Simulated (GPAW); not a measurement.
Runs of GPAW 26.7.0 on Ba2Tl5V3O12. Symmetry: R-3m, No. 166, trigonal system. The conventional cell has a = 8.474 Å, b = 8.474 Å, c = 18.385 Å, α = 90.00°, β = 90.00°, γ = 120.00°. Ba (site symmetry -3m) has 12 O at 3.23 Å as nearest neighbours. Around Ba (site symmetry -3m) lie 12 O at 3.22 Å. Around V (site symmetry 2/m) lie 4 O at 1.82 Å. Tl (site symmetry 2/m) is surrounded by 4 O at 2.36 Å. Around Tl (site symmetry 3m) lie 3 V at 2.80 Å and 6 O at 2.84 Å and 3 Tl at 2.98 Å. O (site symmetry 1) has 1 V at 1.82 Å as nearest neighbours. The cell was built by a generator and needn't be a form met in nature.

```tsv
task	level	potentials or basis	k mesh	band path	band points	eigensolver	pressure (GPa)	moment (μB)	largest force (eV/Å)
band structure	LDA	the program's PAW data sets (release 1.2.1) made for this functional, pw	3 × 3 × 3	GLB1,BZGX,QFP1Z,LP	100	-	-8.0	0.56	(c)
band structure	AM05	PAW data sets generated in the run's folder for this functional, pw	3 × 3 × 3	GLB1,BZGX,QFP1Z,LP	100	-	-3.1	(a)	0.15
band structure	PBEsol	PAW data sets generated in the run's folder for this functional, pw	3 × 3 × 3	GLB1,BZGX,QFP1Z,LP	100	-	-4.0	1.05	(b)
band structure	BLYP	PAW data sets generated in the run's folder for this functional, pw	3 × 3 × 3	GLB1,BZGX,QFP1Z,LP	100	davidson	3.3	1.14	0.15
```

Alike in all rows: spin collinear, ferromagnetic start; cell as given; cutoff (eV) 800; smearing fermi-dirac 0.05 eV.

Question: Estimate the missing entries.

Answer: (a) 0.95; (b) 0.14; (c) 0.49.
